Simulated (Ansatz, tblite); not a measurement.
# The cluster Ge8Ir−: rung by rung

An exercise on one series of results from a longer session: the logs are not shown, and one member is left open.

Method: as each input shows; program: Ansatz 0.2.0, Gaussian basis.

Levels to be run: GFN1-xTB, GFN2-xTB, PBE-D4/def2-SVP, r2SCAN-D4/def2-SVP, PBE-D4/def2-SVPD, PBE0-D4/def2-SVPD.

8 further runs of the same task are left out: 8 that didn't finish.

**The geometry**

The singlet was relaxed beforehand with PBE-D4/def2-SVP. At that level it is the lowest of the isomers that a small search found.

9 atoms, charge -1, spin multiplicity 1.

Bond lengths: Ir1–Ge2 2.678 Å, Ir1–Ge3 2.439 Å, Ir1–Ge4 2.703 Å, Ir1–Ge6 3.117 Å, Ir1–Ge7 2.461 Å, Ir1–Ge8 2.348 Å, Ir1–Ge9 2.569 Å, Ge2–Ge5 2.622 Å, Ge2–Ge8 2.639 Å, Ge3–Ge5 2.610 Å, Ge3–Ge6 2.771 Å, Ge4–Ge7 2.572 Å, Ge4–Ge9 2.527 Å, Ge5–Ge9 2.637 Å, Ge6–Ge7 2.638 Å, Ge6–Ge9 2.717 Å. Angles: Ge2–Ir1–Ge3 70.4°, Ge2–Ir1–Ge4 115.7°, Ge2–Ir1–Ge6 96.8°, Ge2–Ir1–Ge7 150.8°, Ge2–Ir1–Ge8 62.9°, Ge2–Ir1–Ge9 60.4°, Ge3–Ir1–Ge4 118.1°, Ge3–Ir1–Ge6 58.3°, Ge3–Ir1–Ge7 86.4°, Ge3–Ir1–Ge8 115.1°, Ge3–Ir1–Ge9 86.5°, Ge4–Ir1–Ge6 59.9°, Ge4–Ir1–Ge7 59.5°, Ge4–Ir1–Ge8 121.6°, Ge4–Ir1–Ge9 57.2°, Ge6–Ir1–Ge7 54.9°, Ge6–Ir1–Ge8 158.8°, Ge6–Ir1–Ge9 56.1° and more.

Ir takes a core potential in the def2 sets. No spin-orbit coupling is included. The ion is computed in the gas phase, without counter-ions or solvent.

PBE0-D4/def2-SVP was run before; its log isn't repeated, and its numbers join the tables.

The first run:

Tight binding, by tblite at 300 K electronic temperature and without a spin-polarisation term:

```python
tblite.interface.Calculator('GFN1-xTB', numbers, positions, charge=-1, uhf=0).singlepoint()
```

Tight binding, by tblite at 300 K electronic temperature and without a spin-polarisation term:

```python
tblite.interface.Calculator('GFN2-xTB', numbers, positions, charge=-1, uhf=0).singlepoint()
```

start.molden holds the orbitals of an earlier run on this state, given as this run's starting guess.

Contents of in.yaml:

```yaml
crystal:
  periodic: [false, false, false]
  atoms:
    - {symbol: Ir, position_ang: [-0.808904, -0.581126, 0.558258]}
    - {symbol: Ge, position_ang: [1.341822, 0.215545, 1.940799]}
    - {symbol: Ge, position_ang: [-0.671708, 1.854234, 0.523011]}
    - {symbol: Ge, position_ang: [-0.301083, -1.919136, -1.734704]}
    - {symbol: Ge, position_ang: [1.894329, 1.955969, 0.059568]}
    - {symbol: Ge, position_ang: [-0.164931, 0.985502, -2.058530]}
    - {symbol: Ge, position_ang: [-2.321244, -0.369316, -1.372032]}
    - {symbol: Ge, position_ang: [-0.463965, -1.569380, 2.659516]}
    - {symbol: Ge, position_ang: [1.495694, -0.572281, -0.575897]}
basis:
  gaussian: {orbitals: def2-SVP, initial_orbitals: start.molden}
total_charge: -1
hamiltonian: {xc: pbe, dispersion: d4}
scf: {omitted_lower_state_checks: [starts]}
output: {orbitals: {seedname: orbitals}}
```

The run is started by

```console
$ ansatz run in.yaml --threads 6 --pin off --events-out ev --progress --plain --max-ram 7833MiB
```

Among the steps run: PBE-D4/def2-SVP; r2SCAN-D4/def2-SVP; PBE-D4/def2-SVPD; PBE0-D4/def2-SVPD.

One table of the session follows, with a row left open; its other results are not shown here.

```
             level  HOMO (eV)  gap (eV)
   PBE-D4/def2-SVP          ?         ?
  PBE-D4/def2-SVPD      -1.23      1.11
r2SCAN-D4/def2-SVP      -1.40      1.24
  PBE0-D4/def2-SVP      -1.90      2.29
 PBE0-D4/def2-SVPD      -1.93      2.28
```

Q: Estimate the row for PBE-D4/def2-SVP from the others.

As computed: HOMO (eV): -1.15; gap (eV): 1.12. In the column «HOMO (eV)» it is the highest.
